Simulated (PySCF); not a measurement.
# Cl6Cr2 (Cr2(Cl)6): the cost of one run

Computed with PySCF 2.14.0 and routines of our own; the level stands in each step. Atoms count from 0.

### 1 The system as given

8 atoms, charge 0, multiplicity 1; geometry from: GFN2-xTB.

### 2 Magnetic properties: GIAO PBE0/def2-SVP Cr:def2-TZVP

Job settings and geometry (Å):

```
{"job": {"kind": "mag", "xc": "PBE0", "basis": {"default": "def2-SVP", "Cr": "def2-TZVP"}}, "charge": 0, "multiplicity": 1}
Cr    -0.589280    -0.139920     0.929100
Cl     0.858800    -0.386360     2.357860
Cl    -1.657710     1.603540     1.062220
Cl    -1.699640    -1.812480     0.518510
Cr     0.589020     0.140630    -0.928360
Cl     0.041690     2.018010    -1.540460
Cl     2.523610    -0.033650    -0.275740
Cl    -0.066490    -1.389750    -2.123120
```

Level: GIAO PBE0/def2-SVP Cr:def2-TZVP magnetisability, rotational g tensor and spin-rotation constants, non-relativistic, gas phase.

Run with:

```
$ OMP_NUM_THREADS=1 python excited_run.py task.json out
```

One launch serves the whole session: the jobs run in the order shown.

**Question.** How long does this first job take on 1 thread of Arm Neoverse N1, shared host, and how much memory does it need?

About 2 min, with a peak of 1.4 GiB.
